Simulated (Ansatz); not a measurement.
What does this script print? It uses the Ansatz DFT code, driven from Python.

The script, `run_bde.py`:
```python
from dataclasses import dataclass

import ansatz as az
from ase import Atoms


@dataclass
class Settings:
    basis_set: str = "cc-pVDZ"
    xc: str = "r2scan0"


cfg = Settings()


def energy(molecule, charge=0, unpaired=0):
    calc = (
        molecule.calculation()
        .basis(gaussian=cfg.basis_set)
        .functional(cfg.xc)
    )
    if charge:
        calc = calc.charge(charge)
    if unpaired:
        calc = calc.spin("collinear", total=unpaired)
    report = calc.run().report
    if report["published_state_doubts"]:
        print("  doubts:", report["published_state_doubts"])
    return report["free_energy_ev"]

def without(molecule, index):
    rest = az.Crystal.molecule()
    for i, site in enumerate(molecule.cartesian_sites):
        if i != index:
            rest = rest.atom(site.symbol, site.position_ang)
    return rest

atoms = Atoms(["N", "C", "Ge", "H", "H", "H"], positions=[
    (0.6198, -2.32, 0.84),
    (0.298, -1.2214, 0.4401),
    (-0.1723, 0.5124, -0.2068),
    (-1.4047, 0.4596, -0.9746),
    (0.9849, 1.01, -1.152),
    (-0.2837, 1.4953, 1.0072),
])
mol = az.Crystal.molecule_from_ase(atoms)

whole = energy(mol, 0)
hydrogen = energy(az.Crystal.molecule().atom("H", (0, 0, 0)), 0, 1)
print(f"E(molecule) = {whole:.5f} eV, E(H) = {hydrogen:.5f} eV")
for index in [5]:
    radical = energy(without(mol, index), 0, 1)
    print(f"H{index}: homolysis {(radical + hydrogen - whole):.3f} eV")
    anion = energy(without(mol, index), -1)
    print(f"H{index}: loss of a proton {(anion - whole):.3f} eV")
```

```console
$ python run_bde.py
E(molecule) = -59089.51889 eV, E(H) = -13.58463 eV
H5: homolysis 3.688 eV
H5: loss of a proton 15.532 eV
```

Total energies depend on the basis set; only differences at equal settings carry meaning. The geometry is a force-field or estimated start, not a minimum of this method, and the basis set is short of its limit. All parts are taken at fixed geometry, without zero-point energy. Anions want diffuse functions, which this basis lacks. The whole script took 15 s on 1 thread of Arm Neoverse V2 (shared host), peak memory 0.27 GiB.
